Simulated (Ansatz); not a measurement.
# GaSi11O24: the cost of one run

Program: Ansatz 0.2.0. Level of theory: DFT, PBE, plane-wave PAW, default files, scalar-relativistic, as far as a step names no other. These are calculated values, not measurements.

## (1) Starting point

The structure is triclinic, space group P1 (No. 1). The conventional cell has a = 7.309 Å, b = 7.309 Å, c = 9.832 Å, α = 109.65°, β = 109.65°, γ = 95.47°. Ga (site symmetry 1) has 4 O at 1.50 to 1.70 Å in its first shell of neighbours. Si (site symmetry 1) is surrounded by 4 O at 1.61 Å. Only part of the 36 independent sites is listed.

As a file:

```
Ga Si O
1.0
    -7.37370    4.25721    5.40910
     7.37370   -4.25721    5.40910
     2.45790    4.25721   -5.40910
Ga Si O
1 11 24
Direct
  0.17663 0.44543 0.28873
  0.66667 0.93182 0.26515
  0.66667 0.43182 0.76515
  0.16667 0.93182 0.76515
  0.59848 0.33333 0.26515
  0.09848 0.83333 0.26515
  0.09848 0.33333 0.76515
  0.59848 0.83333 0.76515
  0.23485 0.23485 0.46970
  0.73485 0.73485 0.46970
  0.73485 0.23485 0.96970
  0.23485 0.73485 0.96970
  0.64760 0.51360 0.28020
  0.14760 0.01360 0.28020
  0.14760 0.51360 0.78020
  0.64760 0.01360 0.78020
  0.47317 0.40007 0.65890
  0.97317 0.90007 0.65890
  0.97317 0.40007 0.15890
  0.47317 0.90007 0.15890
  0.70073 0.40783 0.56090
  0.20073 0.90783 0.56090
  0.20073 0.40783 0.06090
  0.70073 0.90783 0.06090
  0.13260 0.26660 0.28020
  0.63260 0.76660 0.28020
  0.63260 0.26660 0.78020
  0.13260 0.76660 0.78020
  0.68573 0.75883 0.65890
  0.18573 0.25883 0.65890
  0.18573 0.75883 0.15890
  0.68573 0.25883 0.15890
  0.36017 0.65307 0.56090
  0.86017 0.15307 0.56090
  0.86017 0.65307 0.06090
  0.36017 0.15307 0.06090
```

Atom 1 of the input is the impurity.

## (2) Relaxation of the positions

Input file input.yaml:

```yaml
crystal:
  lattice:
    - [-7.3737, 4.2572076799, 5.4091]
    - [7.3737, -4.2572076799, 5.4091]
    - [2.4579, 4.2572076799, -5.4091]
  atoms:
    - { symbol: Ga, position: [0.1766324494, 0.4454301791, 0.2887292952], spin: 1.0 }
    - { symbol: Si, position: [0.6666666666, 0.9318166666, 0.26515] }
    - { symbol: Si, position: [0.6666666666, 0.4318166666, 0.76515] }
    - { symbol: Si, position: [0.1666666666, 0.9318166666, 0.76515] }
    - { symbol: Si, position: [0.5984833334, 0.3333333334, 0.26515] }
    - { symbol: Si, position: [0.0984833333, 0.8333333334, 0.26515] }
    - { symbol: Si, position: [0.0984833333, 0.3333333334, 0.76515] }
    - { symbol: Si, position: [0.5984833334, 0.8333333334, 0.76515] }
    - { symbol: Si, position: [0.23485, 0.23485, 0.4697] }
    - { symbol: Si, position: [0.73485, 0.73485, 0.4697] }
    - { symbol: Si, position: [0.73485, 0.23485, 0.9697] }
    - { symbol: Si, position: [0.23485, 0.73485, 0.9697] }
    - { symbol: O, position: [0.6476, 0.5136, 0.2802] }
    - { symbol: O, position: [0.1476, 0.0136, 0.2802] }
    - { symbol: O, position: [0.1476, 0.5136, 0.7802] }
    - { symbol: O, position: [0.6476, 0.0136, 0.7802] }
    - { symbol: O, position: [0.4731666666, 0.4000666666, 0.6589] }
    - { symbol: O, position: [0.9731666666, 0.9000666666, 0.6589] }
    - { symbol: O, position: [0.9731666666, 0.4000666666, 0.1589] }
    - { symbol: O, position: [0.4731666666, 0.9000666666, 0.1589] }
    - { symbol: O, position: [0.7007333334, 0.4078333334, 0.5609] }
    - { symbol: O, position: [0.2007333333, 0.9078333334, 0.5609] }
    - { symbol: O, position: [0.2007333333, 0.4078333334, 0.0609] }
    - { symbol: O, position: [0.7007333334, 0.9078333334, 0.0609] }
    - { symbol: O, position: [0.1326, 0.2666, 0.2802] }
    - { symbol: O, position: [0.6326, 0.7666, 0.2802] }
    - { symbol: O, position: [0.6326, 0.2666, 0.7802] }
    - { symbol: O, position: [0.1326, 0.7666, 0.7802] }
    - { symbol: O, position: [0.6857333334, 0.7588333334, 0.6589] }
    - { symbol: O, position: [0.1857333334, 0.2588333334, 0.6589] }
    - { symbol: O, position: [0.1857333334, 0.7588333334, 0.1589] }
    - { symbol: O, position: [0.6857333334, 0.2588333334, 0.1589] }
    - { symbol: O, position: [0.3601666666, 0.6530666666, 0.5609] }
    - { symbol: O, position: [0.8601666666, 0.1530666666, 0.5609] }
    - { symbol: O, position: [0.8601666666, 0.6530666666, 0.0609] }
    - { symbol: O, position: [0.3601666666, 0.1530666666, 0.0609] }
magnetization:
  spin_polarized: true
kpoints:
  mp_grid: { grid: [3, 3, 4] }
scf:
  occupations: { method: fermi_dirac, width: 0.01 }
hamiltonian:
  xc: pbe
  pseudopotentials: { kind: paw }
output:
  forces: true
  stress: true
  populations: true
  efg:
    quadrupole_moments_barn: { Ga: 0.107, O: -0.02558 }
    contact_densities: true
relax:
  f_tol: 0.03
  max_steps: 40
```

Launch:

```console
> ansatz run input.yaml --threads 4 --pin off --max-ram 10240MiB --backend cpu --events-out ev --progress --plain --runs-dir out
```

Q: Estimate wall time and peak memory on 4 threads of Arm Neoverse N1, shared host.

About 28 min, with a peak of 3.2 GiB.
